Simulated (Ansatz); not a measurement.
# C3H10O4Ti: how energies converge with the basis set

An exercise on one series of results from a longer session: the logs are not shown, and one member is left open.

The runs use Ansatz 0.2.0, Gaussian basis; one geometry, several basis sets.

The runs, in order: PBE0-D4/def2-SVP; ωB97M-V/def2-SVP; PBE0-D4/def2-QZVPP; ωB97M-V/def2-QZVPP; the functionals' def2-TZVPP values are taken from earlier runs.

### The geometry

All runs share one geometry, relaxed beforehand with PBE0-D4 in a triple-zeta def2 set.

SMILES `C[O][Ti]([OH])([O]C)[O]C`, 18 atoms, charge 0, spin multiplicity 1.

Atoms are counted from 1 here; the program's logs count them from 0.

Bond lengths: C1–O2 1.392 Å, C1–H9 1.095 Å, C1–H10 1.096 Å, C1–H11 1.095 Å, O2–Ti3 1.787 Å, Ti3–O4 1.815 Å, Ti3–O5 1.786 Å, Ti3–O7 1.787 Å, O4–H12 0.957 Å, O5–C6 1.391 Å, C6–H13 1.096 Å, C6–H14 1.096 Å, C6–H15 1.095 Å, O7–C8 1.391 Å, C8–H16 1.095 Å, C8–H17 1.096 Å, C8–H18 1.096 Å. Angles: O2–C1–H9 110.2°, O2–C1–H10 111.3°, O2–C1–H11 110.1°, H9–C1–H10 108.5°, H9–C1–H11 108.3°, H10–C1–H11 108.4°, C1–O2–Ti3 144.7°, O2–Ti3–O4 110.1°, O2–Ti3–O5 108.1°, O2–Ti3–O7 109.6°, O4–Ti3–O5 108.8°, O4–Ti3–O7 110.0°, O5–Ti3–O7 110.2°, Ti3–O4–H12 128.9°, Ti3–O5–C6 147.3°, O5–C6–H13 110.3°, O5–C6–H14 111.2°, O5–C6–H15 110.0° and more.

Geometry (Å):

```xyz
18
charge 0, multiplicity 1
C    -2.18111    1.62119   -0.21422
O    -1.27538    0.88535    0.54375
Ti    0.32964    0.10025    0.53962
O     1.39730    0.85682    1.79684
O     1.06679    0.35158   -1.06757
C     2.14894    0.83195   -1.79709
O     0.14447   -1.64641    0.86718
C    -0.72693   -2.72040    1.01186
H    -2.30001    2.62456    0.20867
H    -1.84409    1.71860   -1.25285
H    -3.16010    1.12999   -0.21252
H     1.91776    0.43092    2.47835
H     2.70470    0.00042   -2.24437
H     2.83215    1.40623   -1.16107
H     1.79785    1.48311   -2.60482
H    -0.43269   -3.32678    1.87519
H    -1.75742   -2.37937    1.16442
H    -0.69938   -3.35680    0.12043
```

Set-up of the first run:

Input file in.yaml:

```yaml
crystal:
  periodic: [false, false, false]
  atoms:
    - {symbol: C, position_ang: [-2.181111, 1.621189, -0.214219]}
    - {symbol: O, position_ang: [-1.275380, 0.885354, 0.543749]}
    - {symbol: Ti, position_ang: [0.329644, 0.100252, 0.539624]}
    - {symbol: O, position_ang: [1.397304, 0.856820, 1.796838]}
    - {symbol: O, position_ang: [1.066785, 0.351575, -1.067571]}
    - {symbol: C, position_ang: [2.148944, 0.831946, -1.797094]}
    - {symbol: O, position_ang: [0.144465, -1.646414, 0.867181]}
    - {symbol: C, position_ang: [-0.726926, -2.720397, 1.011859]}
    - {symbol: H, position_ang: [-2.300008, 2.624559, 0.208669]}
    - {symbol: H, position_ang: [-1.844086, 1.718598, -1.252849]}
    - {symbol: H, position_ang: [-3.160101, 1.129988, -0.212524]}
    - {symbol: H, position_ang: [1.917760, 0.430921, 2.478350]}
    - {symbol: H, position_ang: [2.704697, 0.000418, -2.244368]}
    - {symbol: H, position_ang: [2.832145, 1.406229, -1.161066]}
    - {symbol: H, position_ang: [1.797848, 1.483113, -2.604822]}
    - {symbol: H, position_ang: [-0.432688, -3.326780, 1.875192]}
    - {symbol: H, position_ang: [-1.757416, -2.379370, 1.164418]}
    - {symbol: H, position_ang: [-0.699379, -3.356800, 0.120431]}
basis:
  gaussian: {orbitals: def2-SVP}
hamiltonian: {xc: pbe0, dispersion: d4}
output: {orbitals: {seedname: orbitals}}
```

On the command line:

```sh
$ ansatz run in.yaml --threads 5 --pin off --events-out ev --progress --plain --max-ram 66560MiB --backend cpu
```

Steps of the session up to this table: PBE0-D4 in def2-SVP; ωB97M-V in def2-SVP; PBE0-D4 in def2-QZVPP; ωB97M-V in def2-QZVPP.

One of the session's tables, all rows but one given; the rest of the session is left out.

It belongs to the step «Functionals by basis». 

| functional | basis | HOMO (eV) |
| --- | --- | --- |
| PBE0-D4 | def2-SVP | -7.52 |
| PBE0-D4 | def2-TZVPP | -7.70 |
| PBE0-D4 | def2-QZVPP | -7.73 |
| ωB97M-V | def2-SVP | -9.86 |
| ωB97M-V | def2-TZVPP | ? |
| ωB97M-V | def2-QZVPP | -10.08 |

Estimate the missing values for ωB97M-V, def2-TZVPP.

**Answer.** HOMO (eV): -10.06. In the column «HOMO (eV)» it lies between ωB97M-V, def2-QZVPP (-10.08) and ωB97M-V, def2-SVP (-9.86).
